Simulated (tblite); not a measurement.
# C5H11GaS: the cost of one run

The runs use tblite 0.8.0 and PySCF 2.14.0, with density-fitted response routines of our own; the level of theory stands in each step. All values are computed, except where a source is named. Atoms count from 0, in the outputs and in this text.

## (1) The molecule as given

18 atoms, charge 0, multiplicity 1; geometry from: force field or distance geometry start.

Bonds of the start (Å): C0–S1 1.80, S1–C2 1.78, C2–C3 1.35, C3–Ga4 1.93, Ga4–C5 2.02, Ga4–C6 2.08, C0–H7 1.11, C0–H8 1.11, C0–H9 1.12, C2–H10 1.09, C3–H11 1.11, C5–H12 1.14, C5–H13 1.10, C5–H14 1.10, C6–H15 1.11, C6–H16 1.12, C6–H17 1.11.

## (2) Relaxing the molecule with GFN2-xTB

The job: settings as JSON, then the geometry in Å.

```
{"job": {"kind": "relax", "xc": "GFN2-xTB", "basis": "xTB"}, "charge": 0, "multiplicity": 1}
C      3.379000    -0.341000    -0.699300
S      2.910100     0.789600     0.622100
C      1.148300     1.019800     0.714300
C      0.274800     0.070200     0.318100
Ga    -1.650700     0.037200     0.309100
C     -2.181200     1.572800    -0.894200
C     -2.238700    -1.841100    -0.352900
H      4.076100    -1.137200    -0.362900
H      2.475900    -0.802600    -1.156700
H      3.815100     0.271900    -1.522700
H      0.675600     1.936700     1.064800
H      0.767800    -0.860900    -0.029000
H     -1.622500     2.335500    -0.263000
H     -3.238500     1.853500    -0.996600
H     -1.676000     1.544000    -1.871100
H     -2.870600    -2.298500     0.437900
H     -1.313700    -2.452500    -0.531900
H     -2.739500    -1.691300    -1.327100
```

Run with:

```console
$ OMP_NUM_THREADS=1 python probes_run.py task.json out
```

This one command runs all jobs of the session in turn.

**Question.** How long does this first job take on 1 thread of Intel Xeon at 2.50GHz, shared host?

About 4.1 s.
